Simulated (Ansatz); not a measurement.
# C₂H₇InZn: how energies converge with the basis set

An exercise on one series of results from a longer session: the logs are not shown, and one member is left open.

The runs use Ansatz 0.2.0, Gaussian basis; one geometry, several basis sets.

The runs, in order: PBE0-D4/def2-SVP; ωB97M-V/def2-SVP; PBE0-D4/def2-QZVPP; ωB97M-V/def2-QZVPP; the functionals' def2-TZVPP values are taken from earlier runs.

### The geometry

The geometry comes from an earlier relaxation with PBE0-D4 in a triple-zeta def2 set; it is a stationary point, not always the lowest conformer. In takes the def2 core potential; no spin-orbit term is included.

SMILES `[CH3][Zn][CH2][InH2]`, 11 atoms, charge 0, spin multiplicity 1.

Atoms are counted from 1 here; the program's logs count them from 0.

Bond lengths: C1–Zn2 1.941 Å, C1–H5 1.093 Å, C1–H6 1.093 Å, C1–H7 1.093 Å, Zn2–C3 1.938 Å, C3–In4 2.134 Å, C3–H8 1.095 Å, C3–H9 1.095 Å, In4–H10 1.731 Å, In4–H11 1.732 Å. Angles: Zn2–C1–H5 111.0°, Zn2–C1–H6 111.1°, Zn2–C1–H7 111.0°, H5–C1–H6 107.9°, H5–C1–H7 107.9°, H6–C1–H7 107.9°, C1–Zn2–C3 179.6°, Zn2–C3–In4 113.6°, Zn2–C3–H8 107.7°, Zn2–C3–H9 107.7°, In4–C3–H8 109.3°, In4–C3–H9 109.3°, H8–C3–H9 109.3°, C3–In4–H10 120.2°, C3–In4–H11 120.2°, H10–In4–H11 119.6°.

The first run:

in.yaml

```yaml
crystal:
  periodic: [false, false, false]
  atoms:
    - {symbol: C, position_ang: [-0.951029, 2.404602, -0.285289]}
    - {symbol: Zn, position_ang: [0.128591, 0.791935, -0.239344]}
    - {symbol: C, position_ang: [1.196623, -0.824516, -0.188874]}
    - {symbol: In, position_ang: [0.148722, -2.518394, 0.578006]}
    - {symbol: H, position_ang: [-1.260140, 2.697859, 0.721427]}
    - {symbol: H, position_ang: [-0.394543, 3.237949, -0.721515]}
    - {symbol: H, position_ang: [-1.854113, 2.254707, -0.882788]}
    - {symbol: H, position_ang: [1.526604, -1.036564, -1.210741]}
    - {symbol: H, position_ang: [2.070906, -0.625980, 0.439015]}
    - {symbol: H, position_ang: [0.151511, -2.847912, 2.277853]}
    - {symbol: H, position_ang: [-0.763143, -3.533676, -0.487751]}
basis:
  gaussian: {orbitals: def2-SVP}
hamiltonian: {xc: pbe0, dispersion: d4}
output: {orbitals: {seedname: orbitals}}
```

Run with:

```bash
$ ansatz run in.yaml --threads 4 --pin off --events-out ev --progress --plain --max-ram 10444MiB
```

Among the steps run: PBE0-D4 in def2-SVP; ωB97M-V in def2-SVP; PBE0-D4 in def2-QZVPP; ωB97M-V in def2-QZVPP.

One table of the session follows, with a row left open; its other results are not shown here.

It belongs to the step «Density functionals: the series». 

```
functional       basis  HOMO (eV)  LUMO (eV)
   PBE0-D4    def2-SVP      -6.89      -1.39
   PBE0-D4  def2-TZVPP      -6.95      -1.48
   PBE0-D4  def2-QZVPP      -6.96      -1.49
   ωB97M-V    def2-SVP      -8.97       0.16
   ωB97M-V  def2-TZVPP          ?          ?
   ωB97M-V  def2-QZVPP      -9.07      -0.12
```

**Question.** Estimate the row for ωB97M-V, def2-TZVPP.

As computed: HOMO (eV): -9.06; LUMO (eV): -0.07. In the column «HOMO (eV)» it lies between ωB97M-V, def2-QZVPP (-9.07) and ωB97M-V, def2-SVP (-8.97).
